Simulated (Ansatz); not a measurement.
# CH6FInSi: up Jacob's ladder to CCSD(T)

How much do the methods differ for CH6FInSi? The plan is to run it at one geometry with functionals of several rungs and with coupled cluster, and see how far each lands from CCSD(T) at the basis-set limit for the atomisation energy.

Computed with Ansatz 0.2.0, Gaussian basis. Level: functionals in def2-TZVPP, the program's frozen cores in correlated methods.

Levels to be run: LDA (SPW92), PBE-D4, revPBE-D4, BLYP-D4, r2SCAN-D4, B97M-V, PBE0-D4, B3LYP-D4, r2SCANh-D4, r2SCAN0-D4, HSE06-D4, BHLYP-D4, CAM-B3LYP-D4, LC-ωPBE, ωB97X-V, ωB97M-V, B2PLYP, PBE-QIDH; CCSD(T)/def2-SVP; CCSD(T)/def2-TZVPP; MP2/def2-QZVPP; extrapolation to the limit; RPA on PBE.

### Step 1. Structure used throughout

All runs share one geometry, relaxed beforehand with PBE0-D4 in a triple-zeta def2 set. In takes the def2 core potential; no spin-orbit term is included.

SMILES `FC[SiH2][InH2]`, 10 atoms, charge 0, spin multiplicity 1.

Atoms are counted from 1 here; the program's logs count them from 0.

Bond lengths: F1–C2 1.421 Å, C2–Si3 1.917 Å, C2–H5 1.092 Å, C2–H6 1.092 Å, Si3–In4 2.574 Å, Si3–H7 1.490 Å, Si3–H8 1.490 Å, In4–H9 1.726 Å, In4–H10 1.726 Å. Angles: F1–C2–Si3 107.3°, F1–C2–H5 106.5°, F1–C2–H6 106.5°, Si3–C2–H5 113.6°, Si3–C2–H6 113.6°, H5–C2–H6 108.8°, C2–Si3–In4 93.4°, C2–Si3–H7 109.3°, C2–Si3–H8 109.3°, In4–Si3–H7 118.1°, In4–Si3–H8 118.1°, H7–Si3–H8 107.3°, Si3–In4–H9 120.1°, Si3–In4–H10 120.1°, H9–In4–H10 119.8°.

### Step 2. LDA

This LDA is Slater exchange with PW92 correlation.

File in.yaml:

```yaml
crystal:
  periodic: [false, false, false]
  atoms:
    - {symbol: F, position_ang: [-1.598961, 0.365945, 0.334064]}
    - {symbol: C, position_ang: [-1.026722, -0.933337, 0.387464]}
    - {symbol: Si, position_ang: [0.822842, -0.761842, -0.088046]}
    - {symbol: In, position_ang: [0.660835, 1.784840, -0.423877]}
    - {symbol: H, position_ang: [-1.599595, -1.553985, -0.304359]}
    - {symbol: H, position_ang: [-1.183672, -1.300598, 1.403595]}
    - {symbol: H, position_ang: [1.667556, -1.270991, 1.028527]}
    - {symbol: H, position_ang: [1.105988, -1.610713, -1.279156]}
    - {symbol: H, position_ang: [0.924815, 2.851717, 0.907317]}
    - {symbol: H, position_ang: [0.226924, 2.428965, -1.965538]}
basis:
  gaussian: {orbitals: def2-TZVPP}
hamiltonian: {xc: lda}
output: {orbitals: {seedname: orbitals}}
```

Run with:

```bash
$ ansatz run in.yaml --threads 4 --pin off --events-out ev --progress --plain --max-ram 10444MiB
```

After this run come: PBE-D4 (GGA); revPBE-D4 (GGA); BLYP-D4 (GGA); r2SCAN-D4 (meta-GGA); B97M-V (meta-GGA); B3LYP-D4 (hybrid); r2SCANh-D4 (hybrid); r2SCAN0-D4 (hybrid); HSE06-D4 (hybrid); BHLYP-D4 (hybrid); CAM-B3LYP-D4 (range-separated); LC-ωPBE (range-separated); ωB97X-V (range-separated); ωB97M-V (range-separated); B2PLYP (double hybrid); PBE-QIDH (double hybrid); CCSD(T) in def2-SVP; CCSD(T) in def2-TZVPP; MP2 in def2-QZVPP; RPA on PBE orbitals.

Q: Predict the results of all the runs planned. Wanted: atomisation energy, CCSD(T)/CBS; farthest beyond LDA; mean size of error, GGA; mean size of error, meta-GGA; mean size of error, hybrid; mean size of error, range-separated; mean size of error, double hybrid; gap, smallest and largest; T1 diagnostic.

As calculated:

```
                               quantity                                                                                               value
        atomisation energy, CCSD(T)/CBS                                                                                       2925.4 kJ/mol
 functionals within 29.3 kJ/mol (1.0 %)  PBE-D4, r2SCAN-D4, B97M-V, B3LYP-D4, r2SCANh-D4, HSE06-D4, CAM-B3LYP-D4, LC-ωPBE, ωB97X-V, ωB97M-V
                    farthest beyond LDA                                                                             BHLYP-D4 (-81.2 kJ/mol)
                mean size of error, GGA                                                                                         37.3 kJ/mol
           mean size of error, meta-GGA                                                                                          8.6 kJ/mol
             mean size of error, hybrid                                                                                         37.3 kJ/mol
    mean size of error, range-separated                                                                                         10.8 kJ/mol
      mean size of error, double hybrid                                                                                         52.2 kJ/mol
              gap, smallest and largest                                                            3.58 eV (LDA (SPW92)), 9.95 eV (LC-ωPBE)
                          T1 diagnostic                                                                                              0.0135
triples share of the correlation energy                                                                                               3.1 %
```

**Reading.** LDA overbinds by 395.4 kJ/mol (14 %). PBE-D4 misses by +2.4 kJ/mol. Double hybrids carry the basis error of their MP2 part in triple zeta, and no dispersion term here, so their miss is partly the set-up's. The rungs meta-GGA, range-separated miss on average by less than the doubt on the reference (29.3 kJ/mol), so they tie. The reference freezes the cores and leaves out spin-orbit coupling and excitations past (T), and its outer-core shells are covered unevenly, so misses under about 29.3 kJ/mol can't be ranked. All levels share the lack of spin-orbit coupling, which lowers the free heavy atoms and so the true binding. Hartree-Fock recovers 73 % of the binding; the rest is correlation. CCSD(T) in def2-SVP is off by -179.5 kJ/mol, more than most functionals: a good method in a small basis is no reference. Orbital gaps span 3.6 to 9.9 eV; exact exchange widens them. Correlated methods include outer-core shells of In, which these sets cover unevenly.
